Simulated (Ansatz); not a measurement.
# MoS2: the cost of one run

Method: DFT LDA+U (U = 3 eV, J = 0.7 eV on Mo d), plane waves, PAW, in Ansatz 0.2.0.

The COD entry's cell or inner coordinates are ideal or old and differ from later refinements, so a difference from it is no clean test against experiment.

**1. The structure to begin with**

Symmetry: R-3m, No. 166, trigonal system. Conventional cell: a = 3.171 Å, b = 3.171 Å, c = 18.345 Å, α = 90.00°, β = 90.00°, γ = 120.00°. Around Mo (site symmetry -3m) lie 6 S at 2.39 Å. Around S (site symmetry 3m) lie 3 Mo at 2.39 Å.

Coordinates:

```cif
data_structure
_symmetry_space_group_name_H-M 'P 1'
_symmetry_Int_Tables_number 1
_cell_length_a 6.3832
_cell_length_b 6.3832
_cell_length_c 6.3832
_cell_angle_alpha 28.764
_cell_angle_beta 28.764
_cell_angle_gamma 28.764
_cell_volume 53.25
loop_
_atom_site_label
_atom_site_type_symbol
_atom_site_fract_x
_atom_site_fract_y
_atom_site_fract_z
_atom_site_occupancy
Mo1 Mo 0.00000 0.00000 0.00000 1
S1 S 0.75000 0.75000 0.75000 1
S2 S 0.25000 0.25000 0.25000 1
```

Magnetic order typed: ferromagnetic.

**2. From atoms, symmetry kept, no search**

The input, input.yaml:

```yaml
crystal:
  lattice:
    - [1.58550029, 0.91538902, 6.11499825]
    - [-1.58550029, 0.91538902, 6.11499825]
    - [0.0, -1.83077804, 6.11499825]
  atoms:
    - { symbol: Mo, position: [0.0, 0.0, 0.0], spin: 2.0 }
    - { symbol: S, position: [0.75, 0.75, 0.75] }
    - { symbol: S, position: [0.25, 0.25, 0.25] }
basis:
  ecutwfc: 420
  ecutrho_ratio: 4
kpoints:
  mp_grid: { grid: [7, 7, 7] }
hamiltonian:
  xc: lda
  hubbard: { sites: [{ site: 0, l: d, u: 3.0, j: 0.7 }] }
scf:
  occupations: { method: gaussian, width: 0.05 }
  lower_state_search: "off"
  max_iter: 150
output:
  forces: true
  stress: true
  eigenvalues: true
  populations: true
  hubbard: { sites: [{ site: 0, l: d }] }
magnetization:
  spin_polarized: true
```

Run with:

```bash
> ansatz run input.yaml --threads 2 --pin off --max-ram 3072MiB --backend cpu --events-out ev --progress --plain --runs-dir out
```

Q: Estimate wall time and peak memory on 2 threads of AMD EPYC 9R45 (Zen 5), shared host.

About 3.3 s, with a peak of 0.46 GiB.
